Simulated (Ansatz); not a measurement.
**C8H18Cl2Si: one species, many methods**

The task here is to estimate one member of a computed series from the others.

Program: Ansatz 0.2.0, Gaussian basis. Level of theory: functionals in def2-TZVPP, the program's frozen cores in correlated methods. These are calculated values, not measurements.

The runs, in order: LDA (SPW92), PBE-D4, revPBE-D4, BLYP-D4, r2SCAN-D4, B97M-V, PBE0-D4, B3LYP-D4, r2SCANh-D4, r2SCAN0-D4, HSE06-D4, BHLYP-D4, CAM-B3LYP-D4, LC-ωPBE, ωB97X-V, ωB97M-V, B2PLYP, PBE-QIDH; CCSD(T)/def2-SVP; CCSD(T)/def2-TZVPP; MP2/def2-QZVPP; extrapolation to the limit; RPA on PBE.

### The geometry

An earlier PBE0-D4 in a triple-zeta def2 set relaxation fixed the geometry.

SMILES `CC(C)C[Si](Cl)(Cl)CC(C)C`, 29 atoms, charge 0, spin multiplicity 1.

Atoms are counted from 1 here; the program's logs count them from 0.

Bond lengths: C1–C2 1.521 Å, C1–H12 1.093 Å, C1–H13 1.095 Å, C1–H14 1.093 Å, C2–C3 1.522 Å, C2–C4 1.531 Å, C2–H15 1.096 Å, C3–H16 1.095 Å, C3–H17 1.093 Å, C3–H18 1.093 Å, C4–Si5 1.866 Å, C4–H19 1.096 Å, C4–H20 1.099 Å, Si5–Cl6 2.064 Å, Si5–Cl7 2.065 Å, Si5–C8 1.866 Å, C8–C9 1.532 Å, C8–H21 1.097 Å and more. Angles: C2–C1–H12 110.9°, C2–C1–H13 110.9°, C2–C1–H14 112.0°, H12–C1–H13 107.6°, H12–C1–H14 107.3°, H13–C1–H14 108.0°, C1–C2–C3 110.6°, C1–C2–C4 112.4°, C1–C2–H15 107.8°, C3–C2–C4 110.2°, C3–C2–H15 108.0°, C4–C2–H15 107.6°, C2–C3–H16 110.7°, C2–C3–H17 111.1°, C2–C3–H18 111.3°, H16–C3–H17 107.8°, H16–C3–H18 107.7°, H17–C3–H18 108.0° and more.

Coordinates:

```mol
C8H18Cl2Si
  3D, bonds by distance, orders not assigned

 29 28  0  0  0  0  0  0  0  0999 V2000
   -1.2292    1.3878   -1.2790 C   0  0
    0.1028    2.1070   -1.1263 C   0  0
    0.6587    2.5007   -2.4879 C   0  0
    1.1297    1.2731   -0.3558 C   0  0
    0.7176    0.8010    1.4016 Si  0  0
   -0.0900    2.4418    2.3584 Cl  0  0
    2.5050    0.3878    2.3490 Cl  0  0
   -0.4621   -0.6225    1.6558 C   0  0
   -0.3579   -1.8039    0.6861 C   0  0
    0.9926   -2.5009    0.7635 C   0  0
   -1.4871   -2.7925    0.9427 C   0  0
   -1.9378    1.9976   -1.8443 H   0  0
   -1.1033    0.4430   -1.8172 H   0  0
   -1.6887    1.1671   -0.3123 H   0  0
   -0.0747    3.0250   -0.5545 H   0  0
    0.8518    1.6132   -3.0990 H   0  0
   -0.0461    3.1338   -3.0332 H   0  0
    1.5988    3.0490   -2.3903 H   0  0
    2.0813    1.8135   -0.3042 H   0  0
    1.3442    0.3433   -0.9003 H   0  0
   -0.3308   -0.9706    2.6879 H   0  0
   -1.4707   -0.1962    1.6110 H   0  0
   -0.4817   -1.4174   -0.3331 H   0  0
    1.0257   -3.3557    0.0836 H   0  0
    1.1808   -2.8703    1.7760 H   0  0
    1.8196   -1.8362    0.5033 H   0  0
   -1.4115   -3.2095    1.9518 H   0  0
   -2.4649   -2.3127    0.8527 H   0  0
   -1.4519   -3.6244    0.2344 H   0  0
  1  2  8  0
  2  3  8  0
  2  4  8  0
  4  5  8  0
  5  6  8  0
  5  7  8  0
  5  8  8  0
  8  9  8  0
  9 10  8  0
  9 11  8  0
  1 12  8  0
  1 13  8  0
  1 14  8  0
  2 15  8  0
  3 16  8  0
  3 17  8  0
  3 18  8  0
  4 19  8  0
  4 20  8  0
  8 21  8  0
  8 22  8  0
  9 23  8  0
 10 24  8  0
 10 25  8  0
 10 26  8  0
 11 27  8  0
 11 28  8  0
 11 29  8  0
M  END
```

The first run:

File in.yaml:

```yaml
crystal:
  periodic: [false, false, false]
  atoms:
    - {symbol: C, position_ang: [-1.229205, 1.387848, -1.278978]}
    - {symbol: C, position_ang: [0.102806, 2.106986, -1.126347]}
    - {symbol: C, position_ang: [0.658680, 2.500690, -2.487918]}
    - {symbol: C, position_ang: [1.129661, 1.273075, -0.355781]}
    - {symbol: Si, position_ang: [0.717596, 0.800964, 1.401554]}
    - {symbol: Cl, position_ang: [-0.089971, 2.441836, 2.358410]}
    - {symbol: Cl, position_ang: [2.505005, 0.387799, 2.348993]}
    - {symbol: C, position_ang: [-0.462088, -0.622529, 1.655821]}
    - {symbol: C, position_ang: [-0.357901, -1.803919, 0.686057]}
    - {symbol: C, position_ang: [0.992625, -2.500906, 0.763456]}
    - {symbol: C, position_ang: [-1.487090, -2.792454, 0.942697]}
    - {symbol: H, position_ang: [-1.937807, 1.997640, -1.844307]}
    - {symbol: H, position_ang: [-1.103282, 0.442973, -1.817223]}
    - {symbol: H, position_ang: [-1.688667, 1.167052, -0.312253]}
    - {symbol: H, position_ang: [-0.074747, 3.025026, -0.554461]}
    - {symbol: H, position_ang: [0.851849, 1.613159, -3.099005]}
    - {symbol: H, position_ang: [-0.046120, 3.133832, -3.033197]}
    - {symbol: H, position_ang: [1.598824, 3.048963, -2.390311]}
    - {symbol: H, position_ang: [2.081338, 1.813544, -0.304243]}
    - {symbol: H, position_ang: [1.344228, 0.343302, -0.900342]}
    - {symbol: H, position_ang: [-0.330760, -0.970621, 2.687887]}
    - {symbol: H, position_ang: [-1.470707, -0.196183, 1.611006]}
    - {symbol: H, position_ang: [-0.481681, -1.417369, -0.333066]}
    - {symbol: H, position_ang: [1.025667, -3.355681, 0.083577]}
    - {symbol: H, position_ang: [1.180783, -2.870251, 1.776004]}
    - {symbol: H, position_ang: [1.819591, -1.836172, 0.503338]}
    - {symbol: H, position_ang: [-1.411544, -3.209477, 1.951756]}
    - {symbol: H, position_ang: [-2.464879, -2.312675, 0.852667]}
    - {symbol: H, position_ang: [-1.451901, -3.624350, 0.234408]}
basis:
  gaussian: {orbitals: def2-TZVPP}
hamiltonian: {xc: lda}
output: {orbitals: {seedname: orbitals}}
```

On the command line:

```
ansatz run in.yaml --threads 11 --pin off --events-out ev --progress --plain --max-ram 174080MiB --backend cuda --devices 0, --max-vram 75GiB
```

Steps of the session up to this table: LDA; PBE-D4 (GGA); revPBE-D4 (GGA); BLYP-D4 (GGA); r2SCAN-D4 (meta-GGA); B97M-V (meta-GGA); PBE0-D4 (hybrid); B3LYP-D4 (hybrid); r2SCANh-D4 (hybrid); r2SCAN0-D4 (hybrid); HSE06-D4 (hybrid); BHLYP-D4 (hybrid); CAM-B3LYP-D4 (range-separated); LC-ωPBE (range-separated); ωB97X-V (range-separated); ωB97M-V (range-separated); B2PLYP (double hybrid); PBE-QIDH (double hybrid).

One table of the session follows, with a row left open; its other results are not shown here.

It belongs to the step «Orbital energies across the functionals». 

```
  functional  HOMO (eV)  LUMO (eV)  gap (eV)
 LDA (SPW92)          ?          ?         ?
      PBE-D4      -6.83      -0.15      6.68
   revPBE-D4      -6.77      -0.01      6.76
     BLYP-D4      -6.71      -0.06      6.66
   r2SCAN-D4      -7.11       0.25      7.37
      B97M-V      -7.24      -0.04      7.20
     PBE0-D4      -8.10       0.69      8.79
    B3LYP-D4      -7.90       0.42      8.32
  r2SCANh-D4      -7.58       0.55      8.14
  r2SCAN0-D4      -8.29       0.98      9.27
    HSE06-D4      -7.71       0.32      8.02
    BHLYP-D4      -9.32       1.38     10.70
CAM-B3LYP-D4      -9.47       1.53     11.00
     LC-ωPBE     -10.78       2.80     13.59
     ωB97X-V     -10.46       2.55     13.01
     ωB97M-V     -10.30       2.18     12.48
```

**Question.** Estimate the row for LDA (SPW92).

**Answer.** HOMO (eV): -6.96; LUMO (eV): -0.44; gap (eV): 6.52. In the column «HOMO (eV)» it lies between r2SCAN-D4 (-7.11) and PBE-D4 (-6.83).
